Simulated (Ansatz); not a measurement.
# C2H9AsOSi: the cost of one run

All numbers below are computed with Ansatz 0.2.0 (RKS B3LYP-D4/def2-SVP).

## (1) The starting structure

Bond lengths: C1–As2 1.959 Å, As2–Si3 2.328 Å, Si3–C4 1.795 Å, Si3–O5 1.734 Å, C1–H6 1.183 Å, C1–H7 1.077 Å, C1–H8 1.067 Å, As2–H9 1.559 Å, Si3–H10 1.504 Å, C4–H11 1.181 Å, C4–H12 1.072 Å, C4–H13 1.150 Å, O5–H14 0.957 Å. Angles (14 of 22 angles, heavy atoms first): C1–As2–Si3 93.2°, As2–Si3–C4 112.1°, As2–Si3–O5 109.9°, C4–Si3–O5 110.8°, C1–As2–H9 92.0°, Si3–As2–H9 94.4°, As2–C1–H6 106.4°, As2–C1–H7 111.6°, As2–C1–H8 108.9°, As2–Si3–H10 107.2°, C4–Si3–H10 108.2°, O5–Si3–H10 108.4°, Si3–C4–H11 108.0°, Si3–C4–H12 113.6°.

As a file:

```xyz
14

C    -1.1357   -1.3918    1.1431
As    0.1482   -0.1163    1.8918
Si    0.9178    0.5393   -0.2050
C    -0.2733    1.5634   -1.0727
O     1.3312   -0.8572   -1.1452
H    -1.9853   -0.7491    0.6297
H    -0.6787   -2.0260    0.4021
H    -1.5905   -1.9336    1.9418
H     1.2271   -1.2273    2.0733
H     2.1651    1.3512    0.0136
H    -1.2642    0.9353   -1.2105
H     0.0682    1.8993   -2.0314
H    -0.6559    2.4620   -0.4652
H     1.7131   -0.4783   -1.9366
```

## (2) Relaxing end A

File input.yaml:

```yaml
crystal:
  periodic: [false, false, false]
  atoms:
    - { symbol: C, position_ang: [-1.1357, -1.3918, 1.1431] }
    - { symbol: As, position_ang: [0.1482, -0.1163, 1.8918] }
    - { symbol: Si, position_ang: [0.9178, 0.5393, -0.205] }
    - { symbol: C, position_ang: [-0.2733, 1.5634, -1.0727] }
    - { symbol: O, position_ang: [1.3312, -0.8572, -1.1452] }
    - { symbol: H, position_ang: [-1.9853, -0.7491, 0.6297] }
    - { symbol: H, position_ang: [-0.6787, -2.026, 0.4021] }
    - { symbol: H, position_ang: [-1.5905, -1.9336, 1.9418] }
    - { symbol: H, position_ang: [1.2271, -1.2273, 2.0733] }
    - { symbol: H, position_ang: [2.1651, 1.3512, 0.0136] }
    - { symbol: H, position_ang: [-1.2642, 0.9353, -1.2105] }
    - { symbol: H, position_ang: [0.0682, 1.8993, -2.0314] }
    - { symbol: H, position_ang: [-0.6559, 2.462, -0.4652] }
    - { symbol: H, position_ang: [1.7131, -0.4783, -1.9366] }
basis:
  gaussian: { orbitals: def2-SVP }
hamiltonian:
  xc: b3lyp
  dispersion: d4
relax:
  f_tol: 0.015
  max_steps: 40
output:
  orbitals: {}
```

Launch:

```sh
ansatz run input.yaml --threads 2 --pin off --max-ram 3072MiB --backend cpu --events-out ev --progress --plain --runs-dir out
```

Q: Estimate wall time and peak memory on 2 threads of Arm Neoverse V1, shared host.

About 75 s, with a peak of 0.38 GiB.
